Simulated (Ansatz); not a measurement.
**BaCuGe: how the settings move a single-point run**

Question: which choices in the input matter for BaCuGe?

Program: Ansatz 0.2.0. Level of theory: reference: DFT, r2SCAN, all-electron PAW with datasets made for the crystal, scalar-relativistic. These are calculated values, not measurements.

2 further runs of the same task are left out: 2 that didn't finish. Runs told in other sessions of the task aren't counted.

## Step 1: The system as given

It takes space group P-6m2 (No. 187, hexagonal). Conventional cell: a = 4.234 Å, b = 4.234 Å, c = 5.046 Å, α = 90.00°, β = 90.00°, γ = 120.00°. Around Ba (site symmetry -6m2) lie 6 Cu at 3.51 Å and 6 Ge at 3.51 Å. Around Cu (site symmetry -6m2) lie 3 Ge at 2.44 Å. Ge (site symmetry -6m2) has 3 Cu at 2.44 Å in its first shell of neighbours.

Coordinates:

```xyz
3
Lattice="4.2343 0.0000 0.0000 -2.1172 3.6670 0.0000 0.0000 0.0000 5.0455" Properties=species:S:1:pos:R:3 pbc="T T T"
Ba    0.0000    0.0000    0.0000
Cu    0.0000    2.4447    2.5228
Ge    2.1172    1.2223    2.5228
```

## Step 2: The reference run

File input.yaml:

```yaml
crystal:
  lattice:
    - [4.2343221827, 0.0, 0.0]
    - [-2.1171610913, 3.667030578, 0.0]
    - [0.0, 0.0, 5.04550393]
  atoms:
    - { symbol: Ba, position: [0.0, 0.0, 0.0] }
    - { symbol: Cu, position: [0.3333333333, 0.6666666667, 0.5] }
    - { symbol: Ge, position: [0.6666666667, 0.3333333333, 0.5] }
kpoints:
  mp_grid: { grid: [8, 8, 6] }
scf:
  occupations: { method: fermi_dirac, width: 0.05 }
hamiltonian:
  xc: r2scan
  pseudopotentials: { kind: all_electron, datasets: crystal }
output:
  forces: true
  stress: true
  eigenvalues: true
  efg: { contact_densities: true }
```

Launch:

```console
$ ansatz run input.yaml --threads 1 --pin off --max-ram 3072MiB --backend cpu --events-out ev --progress --plain --runs-dir out
```

## Step 3: Variant: occupations.method methfessel_paxton, occupations.width 0.2, xc_grid 1

input.yaml, as its differences from that of step 2:

```diff
@@ -12,3 +12,3 @@
 scf:
-  occupations: { method: fermi_dirac, width: 0.05 }
+  occupations: { method: methfessel_paxton, width: 0.2 }
 hamiltonian:
@@ -21 +21,3 @@
   efg: { contact_densities: true }
+basis:
+  xc_grid: 1
```

What does the calculation give? Wanted: for each run, ending; energy change; pressure; gap; force.

**Answer**, as computed:

| run | ending | energy change | pressure (GPa) | gap (eV) | force (eV/Å) | cycles | time |
| --- | --- | --- | --- | --- | --- | --- | --- |
| reference | converged | 0 | -0.4 | 0.00 | 0.00 | 19 | 93 s |
| 1: occupations.method methfessel_paxton, occupations.width 0.2, xc_grid 1 | converged | +0.4 meV/atom (σ→0) | -0.4 | 0.00 | 0.00 | 18 | 85 s |

Residual by cycle in the longest SCF loop of each run; runs are numbered as in the table. The quantity is the density residual dr2, in eV.

| cycle | reference | run 1 |
| --- | --- | --- |
| 1 | 8.7 | 8.67 |
| 3 | 20 | 20 |
| 4 | 2.32 | 2.29 |
| 6 | 0.875 | 0.869 |
| 8 | 0.293 | 0.272 |
| 9 | 0.0573 | 0.0453 |
| 11 | 0.00133 | 0.00165 |
| 12 | 2.9e-4 | 4.7e-4 |
| 14 | 6.8e-6 | 9.4e-6 |
| 16 | 8.0e-7 | 1.1e-6 |
| 17 | 8.7e-8 | 9.5e-8 |
| 19 | 7.2e-8 | - |

**Reading.** Changing the smearing and numerical grids hardly moves the energy: +0.4 meV/atom.
